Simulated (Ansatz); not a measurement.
**CH₄BNO: ionisation energy by level of theory**

The task here is to estimate one member of a computed series from the others.

The runs use Ansatz 0.2.0, Gaussian basis; unrestricted cation, the program's frozen cores in correlated methods.

Plan: UKS PBE-D4/def2-TZVPP; UKS r2SCAN-D4/def2-TZVPP; UKS PBE0-D4/def2-TZVPP; UKS B3LYP-D4/def2-TZVPP; UKS wB97X-V/def2-TZVPP; UKS wB97M-V/def2-TZVPP; UKS B2PLYP/def2-TZVPP; UHF-MP2/def2-TZVPP; UHF-MP2/def2-QZVPP; then −ε(HOMO) from the neutral's earlier runs with LDA (SPW92), PBE-D4, revPBE-D4, BLYP-D4, r2SCAN-D4, B97M-V, PBE0-D4, B3LYP-D4, r2SCANh-D4, r2SCAN0-D4, HSE06-D4, BHLYP-D4, CAM-B3LYP-D4, LC-ωPBE, ωB97X-V, ωB97M-V.

1 further run of the same task is left out (it didn't finish).

### Structure used throughout

All runs share one geometry, relaxed beforehand with PBE0-D4 in a triple-zeta def2 set.

SMILES `NB1CO1`, 8 atoms, charge 0, spin multiplicity 1.

Atoms are counted from 1 here; the program's logs count them from 0.

Bond lengths: N1–B2 1.383 Å, N1–H5 1.005 Å, N1–H6 1.003 Å, B2–C3 1.506 Å, B2–O4 1.348 Å, C3–O4 1.496 Å, C3–H7 1.087 Å, C3–H8 1.087 Å. Angles: B2–N1–H5 122.6°, B2–N1–H6 122.7°, H5–N1–H6 114.7°, N1–B2–C3 158.1°, N1–B2–O4 139.0°, C3–B2–O4 62.9°, B2–C3–O4 53.4°, B2–C3–H7 122.5°, B2–C3–H8 122.5°, O4–C3–H7 112.8°, O4–C3–H8 112.8°, H7–C3–H8 114.1°, B2–O4–C3 63.7°.

Set-up of the first run:

The input, in.yaml:

```yaml
crystal:
  periodic: [false, false, false]
  atoms:
    - {symbol: N, position_ang: [-0.876832, 1.188820, -0.296709]}
    - {symbol: B, position_ang: [-0.080203, 0.063028, -0.188359]}
    - {symbol: C, position_ang: [0.789354, -0.975043, 0.471447]}
    - {symbol: O, position_ang: [0.403666, -0.920406, -0.973024]}
    - {symbol: H, position_ang: [-1.286694, 1.480989, -1.167009]}
    - {symbol: H, position_ang: [-1.091139, 1.777931, 0.486307]}
    - {symbol: H, position_ang: [0.378638, -1.841443, 0.983857]}
    - {symbol: H, position_ang: [1.855510, -0.830779, 0.627689]}
basis:
  gaussian: {orbitals: def2-TZVPP}
total_charge: 1
magnetization: {spin_polarized: true, initial_magnetization: 1}
hamiltonian: {xc: pbe, dispersion: d4}
```

On the command line:

```console
> ansatz run in.yaml --threads 2 --pin off --events-out ev --progress --plain --max-ram 4352MiB
```

Steps of the session up to this table: Cation, UKS PBE-D4/def2-TZVPP; Cation, UKS r2SCAN-D4/def2-TZVPP; Cation, UKS PBE0-D4/def2-TZVPP; Cation, UKS B3LYP-D4/def2-TZVPP; Cation, UKS wB97X-V/def2-TZVPP; Cation, UKS wB97M-V/def2-TZVPP; Cation, UKS B2PLYP (frozen core)/def2-TZVPP; Cation, UHF-MP2/def2-TZVPP; Cation, UHF-MP2/def2-QZVPP.

One of the session's tables, all rows but one given; the rest of the session is left out.

It belongs to the step «Ionisation energies side by side». For comparison, −ε(HOMO) of the neutral from earlier runs:

| functional | −ε(HOMO) (eV) |
| --- | --- |
| LDA (SPW92) | 6.60 |
| PBE-D4 | 6.43 |
| revPBE-D4 | 6.37 |
| BLYP-D4 | 6.33 |
| r2SCAN-D4 | 6.67 |
| B97M-V | 6.73 |
| PBE0-D4 | 7.83 |
| B3LYP-D4 | 7.62 |
| r2SCANh-D4 | 7.20 |
| r2SCAN0-D4 | 7.99 |
| HSE06-D4 | 7.42 |
| BHLYP-D4 | ? |
| CAM-B3LYP-D4 | 9.30 |
| LC-ωPBE | 10.69 |
| ωB97X-V | 10.29 |
| ωB97M-V | 10.18 |

Q: Estimate the row for BHLYP-D4 from the others.

Worked estimate for «−ε(HOMO) (eV)». Against the share of exact exchange, BLYP-D4 (0, 6.33), B3LYP-D4 (0.2, 7.62) give a slope of 6.45 per unit share; at 0.5 the line stands at 9.55.

As computed: −ε(HOMO) (eV): 9.15. In «−ε(HOMO) (eV)» the line misses by +0.40.
